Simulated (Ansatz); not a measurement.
# CH5F3SSi: the cost of one run

Program: Ansatz 0.2.0. Level of theory: UKS B3LYP-D4/STO-3G. These are calculated values, not measurements.

### Step 1. The starting structure

Bond lengths: Si1–S2 2.522 Å, Si1–F3 1.594 Å, Si1–F4 1.605 Å, Si1–F5 1.598 Å, Si1–C7 2.179 Å, S2–H8 1.330 Å, C7–H9 1.091 Å, C7–H10 1.087 Å, C7–H11 1.096 Å. Angles (14 of 17 angles, heavy atoms first): S2–Si1–F3 116.8°, S2–Si1–F4 90.8°, S2–Si1–F5 119.8°, S2–Si1–C7 82.8°, F3–Si1–F4 95.8°, F3–Si1–F5 122.0°, F3–Si1–C7 89.4°, F4–Si1–F5 94.7°, F4–Si1–C7 173.1°, F5–Si1–C7 86.3°, Si1–S2–H8 92.5°, Si1–C7–H9 85.1°, Si1–C7–H10 111.0°, Si1–C7–H11 135.2°.

Coordinates:

```xyz
11

Si   -0.8973   -0.4163    0.3629
S     0.8265    0.3889    2.0188
F    -0.8296   -1.9526   -0.0564
F    -1.9692   -0.6164    1.5400
F    -1.7824    0.6435   -0.4411
H     1.0727    0.1528    0.2566
C     0.6803    0.0218   -1.0747
H     0.4947    1.6628    1.8319
H     0.0883   -0.5799   -1.7658
H     0.6238    1.0531   -1.4129
H     1.6922   -0.3576   -1.2594
```

### Step 2. Run 1

150 steps of 0.5 fs at constant energy, with velocities drawn for 300 K.

input.yaml reads:

```yaml
crystal:
  periodic: [false, false, false]
  atoms:
    - { symbol: Si, position_ang: [-0.8973, -0.4163, 0.3629] }
    - { symbol: S, position_ang: [0.8265, 0.3889, 2.0188] }
    - { symbol: F, position_ang: [-0.8296, -1.9526, -0.0564] }
    - { symbol: F, position_ang: [-1.9692, -0.6164, 1.54] }
    - { symbol: F, position_ang: [-1.7824, 0.6435, -0.4411] }
    - { symbol: H, position_ang: [1.0727, 0.1528, 0.2566] }
    - { symbol: C, position_ang: [0.6803, 0.0218, -1.0747] }
    - { symbol: H, position_ang: [0.4947, 1.6628, 1.8319] }
    - { symbol: H, position_ang: [0.0883, -0.5799, -1.7658] }
    - { symbol: H, position_ang: [0.6238, 1.0531, -1.4129] }
    - { symbol: H, position_ang: [1.6922, -0.3576, -1.2594] }
magnetization:
  spin_polarized: true
basis:
  gaussian: { orbitals: STO-3G }
hamiltonian:
  xc: b3lyp
  dispersion: d4
md:
  timestep: 0.5
  n_steps: 150
  ensemble: nve
  temperature: 300.0
  initial_velocities: maxwell_boltzmann
  seed: 643031
```

Started as:

```bash
$ ansatz run input.yaml --threads 1 --pin off --max-ram 2048MiB --backend cpu --events-out ev --progress --plain --runs-dir out
```

**Question.** How long does this run take on 1 thread of Arm Neoverse N1, shared host, and how much memory does it need?

About 19 min, with a peak of 0.18 GiB.
